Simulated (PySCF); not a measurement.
# GdH4O2 (Gd(H2O)23+): the cost of one run

The runs use PySCF 2.14.0; TPSS, Gd lcecp-1-SVP with ECP53, O def2-SVP, H def2-SVP; scalar-relativistic core potentials, no spin–orbit coupling.

3 further runs of the same task are left out: 2 for a known fault of the program, 1 set aside as unsound or not needed.

## (1) The starting structure

7 atoms, charge 3, spin multiplicity 1.

Bond lengths: Gd1–O2 2.248 Å, Gd1–O5 2.248 Å, O2–H3 1.004 Å, O2–H4 1.003 Å, O5–H6 1.004 Å, O5–H7 1.003 Å. Angles: O2–Gd1–O5 114.2°, Gd1–O2–H3 127.6°, Gd1–O2–H4 129.7°, H3–O2–H4 102.7°, Gd1–O5–H6 127.5°, Gd1–O5–H7 129.9°, H6–O5–H7 102.7°.

Geometry (Å):

```csv
atom,x (Å),y (Å),z (Å)
Gd1,1.0320,0.1968,-0.0078
O2,-0.1666,0.0290,1.8865
H3,0.1592,0.1409,2.8297
H4,-1.1393,-0.1789,2.0133
O5,-0.1663,-0.1048,-1.8855
H6,0.1766,-0.3571,-2.7950
H7,-1.1526,-0.0095,-2.0412
```

Formal oxidation states: Gd +3. Each metal's 7 4f electrons lie in its core potential, so multiplicities, spins and levels count the valence alone. An earlier session relaxed this geometry at TPSS, Gd lcecp-1-SVP with ECP53, O def2-SVP, H def2-SVP (singlet, point group C1).

Its energy there is -187.467293 Eh.

## (2) Atoms moved at random, σ = 0.1 Å

run.py (the lines that set the calculation)

```python
mol = gto.M(atom='''
Gd     0.97327     0.50015     0.02080
O     -0.11253     0.13371     1.90450
H      0.18535     0.08702     2.76150
H     -1.17891    -0.45715     1.98599
O     -0.01505    -0.06510    -1.77763
H      0.12889    -0.44766    -2.77558
H     -1.23792    -0.03474    -2.11957''',
    basis={'Gd': 'lcecp-1-SVP', 'O': 'def2-SVP', 'H': 'def2-SVP'},
    ecp={'Gd': 'lcecp-1-SVP'},
    charge=3, spin=0)
mf = dft.RKS(mol, xc='TPSS')
mf.grids.atom_grid = (50, 194)  # f atoms: unpruned, at least (60, 302)
mf = mf.density_fit()  # fitting sets: Gd AutoAux, O def2-universal-JKFIT, H def2-universal-JKFIT
mf.conv_tol = 1e-08; mf.max_cycle = 55
mf.kernel(dm0)  # dm0: the density of the relaxed state
```

On the command line:

```bash
OMP_NUM_THREADS=2 python run.py
```

**Question.** How long does this run take on 2 threads of AMD EPYC 9R45 (Zen 5), shared host?

About 2.5 s.
